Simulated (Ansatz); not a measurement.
# Si (ordered beta-tin type): the cost of one run

Computed with Ansatz 0.2.0 (DFT LDA, scalar-relativistic, plane waves, PAW, unless a step's input says otherwise).

### 1 Starting point

The structure is tetragonal, space group I4_1/amd (No. 141). Conventional cell: a = 4.750 Å, b = 4.750 Å, c = 2.620 Å, α = 90.00°, β = 90.00°, γ = 90.00°. Si (site symmetry -4m2) is surrounded by 6 Si at 2.46 to 2.62 Å.

Structure file:

```cif
data_structure
_symmetry_space_group_name_H-M 'I4_1/amd:1'
_symmetry_Int_Tables_number 141
_cell_length_a 4.7500
_cell_length_b 4.7500
_cell_length_c 2.6200
_cell_angle_alpha 90.000
_cell_angle_beta 90.000
_cell_angle_gamma 90.000
_cell_volume 59.11
loop_
_atom_site_label
_atom_site_type_symbol
_atom_site_symmetry_multiplicity
_atom_site_Wyckoff_symbol
_atom_site_fract_x
_atom_site_fract_y
_atom_site_fract_z
_atom_site_occupancy
Si1 Si 4 a 0.00000 0.00000 0.00000 1
```

### 2 Cell and atoms relaxed at 4 GPa

The input, input.yaml:

```yaml
crystal:
  lattice:
    - [-2.375, 2.375, 1.31]
    - [2.375, -2.375, 1.31]
    - [2.375, 2.375, -1.31]
  atoms:
    - { symbol: Si, position: [0.0, 0.0, 0.0] }
    - { symbol: Si, position: [0.75, 0.25, 0.5] }
scf:
  occupations: { method: gaussian, width: 0.1 }
output:
  forces: true
  stress: true
  eigenvalues: true
  write_density: true
  write_potential: true
  elf: true
  volumetric_format: npy
hamiltonian:
  xc: lda
basis:
  ecutwfc: 500
kpoints:
  mp_grid: { grid: [18, 18, 18] }
relax:
  f_tol: 0.003
  max_steps: 60
  cell: { stress_tol: 0.02, p_target: 4 }
```

Run with:

```
ansatz run input.yaml --threads 1 --pin off --max-ram 2867MiB --backend cpu --events-out ev --progress --plain --runs-dir out
```

What time and memory should one allow on 1 thread of Intel Xeon at 2.30GHz, shared host?

About 46 s, with a peak of 0.53 GiB.
